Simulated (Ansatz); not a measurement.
# C2H2BFO2: one species, many methods

An exercise on one series of results from a longer session: the logs are not shown, and one member is left open.

Method: functionals in def2-TZVPP, the program's frozen cores in correlated methods; program: Ansatz 0.2.0, Gaussian basis.

Levels to be run: LDA (SPW92), PBE-D4, revPBE-D4, BLYP-D4, r2SCAN-D4, B97M-V, PBE0-D4, B3LYP-D4, r2SCANh-D4, r2SCAN0-D4, HSE06-D4, BHLYP-D4, CAM-B3LYP-D4, LC-ωPBE, ωB97X-V, ωB97M-V, B2PLYP, PBE-QIDH; CCSD(T)/def2-SVP; CCSD(T)/def2-TZVPP; MP2/def2-QZVPP; extrapolation to the limit; RPA on PBE.

## The geometry

The geometry comes from an earlier relaxation with PBE0-D4 in a triple-zeta def2 set; it is a stationary point, not always the lowest conformer.

SMILES `FB1OC=CO1`, 8 atoms, charge 0, spin multiplicity 1.

Atoms are counted from 1 here; the program's logs count them from 0.

Bond lengths: F1–B2 1.312 Å, B2–O3 1.374 Å, B2–O6 1.374 Å, O3–C4 1.377 Å, C4–C5 1.330 Å, C4–H7 1.077 Å, C5–O6 1.377 Å, C5–H8 1.077 Å. Angles: F1–B2–O3 124.2°, F1–B2–O6 124.2°, O3–B2–O6 111.6°, B2–O3–C4 104.2°, O3–C4–C5 110.0°, O3–C4–H7 118.2°, C5–C4–H7 131.8°, C4–C5–O6 110.0°, C4–C5–H8 131.8°, O6–C5–H8 118.2°, B2–O6–C5 104.2°.

Geometry (Å):

```mol
C2H2BFO2
  3D, bonds by distance, orders not assigned

  8  8  0  0  0  0  0  0  0  0999 V2000
    0.3332   -0.7447    2.4390 F   0  0
    0.1692   -0.3688    1.1923 B   0  0
    1.1783   -0.3191    0.2616 O   0  0
    0.5585    0.1225   -0.8856 C   0  0
   -0.7362    0.3235   -0.6547 C   0  0
   -1.0328    0.0240    0.6559 O   0  0
    1.1571    0.2438   -1.7722 H   0  0
   -1.5353    0.6618   -1.2920 H   0  0
  1  2  8  0
  2  3  8  0
  3  4  8  0
  4  5  8  0
  5  6  8  0
  4  7  8  0
  5  8  8  0
  2  6  8  0
M  END
```

Set-up of the first run:

in.yaml reads:

```yaml
crystal:
  periodic: [false, false, false]
  atoms:
    - {symbol: F, position_ang: [0.333207, -0.744717, 2.439032]}
    - {symbol: B, position_ang: [0.169211, -0.368809, 1.192270]}
    - {symbol: O, position_ang: [1.178325, -0.319117, 0.261604]}
    - {symbol: C, position_ang: [0.558462, 0.122480, -0.885624]}
    - {symbol: C, position_ang: [-0.736211, 0.323525, -0.654735]}
    - {symbol: O, position_ang: [-1.032818, 0.024022, 0.655882]}
    - {symbol: H, position_ang: [1.157113, 0.243797, -1.772198]}
    - {symbol: H, position_ang: [-1.535289, 0.661817, -1.292029]}
basis:
  gaussian: {orbitals: def2-TZVPP}
hamiltonian: {xc: lda}
output: {orbitals: {seedname: orbitals}}
```

On the command line:

```console
> ansatz run in.yaml --threads 2 --pin off --events-out ev --progress --plain --max-ram 4352MiB
```

Steps of the session up to this table: LDA; PBE-D4 (GGA); revPBE-D4 (GGA); BLYP-D4 (GGA); r2SCAN-D4 (meta-GGA); B97M-V (meta-GGA); PBE0-D4 (hybrid); B3LYP-D4 (hybrid); r2SCANh-D4 (hybrid); r2SCAN0-D4 (hybrid); HSE06-D4 (hybrid); BHLYP-D4 (hybrid); CAM-B3LYP-D4 (range-separated); LC-ωPBE (range-separated); ωB97X-V (range-separated); ωB97M-V (range-separated); B2PLYP (double hybrid); PBE-QIDH (double hybrid).

One table of the session follows, with a row left open; its other results are not shown here.

It belongs to the step «Orbital energies across the functionals». 

```
  functional  HOMO (eV)  LUMO (eV)  gap (eV)
 LDA (SPW92)          ?          ?         ?
      PBE-D4      -6.00      -0.62      5.38
   revPBE-D4      -5.91      -0.52      5.40
     BLYP-D4      -5.88      -0.54      5.34
   r2SCAN-D4      -6.18      -0.37      5.81
      B97M-V      -6.18      -0.31      5.88
     PBE0-D4      -7.20       0.40      7.60
    B3LYP-D4      -7.00       0.11      7.11
  r2SCANh-D4      -6.64       0.00      6.64
  r2SCAN0-D4      -7.32       0.55      7.87
    HSE06-D4      -6.79       0.02      6.81
    BHLYP-D4      -8.27       1.46      9.73
CAM-B3LYP-D4      -8.59       1.51     10.10
     LC-ωPBE      -9.94       2.74     12.68
     ωB97X-V      -9.53       2.68     12.21
     ωB97M-V      -9.45       2.18     11.63
```

Q: Estimate the row for LDA (SPW92) from the others.

As computed: HOMO (eV): -6.24; LUMO (eV): -0.90; gap (eV): 5.34. In the column «HOMO (eV)» it lies between r2SCANh-D4 (-6.64) and r2SCAN-D4 (-6.18).
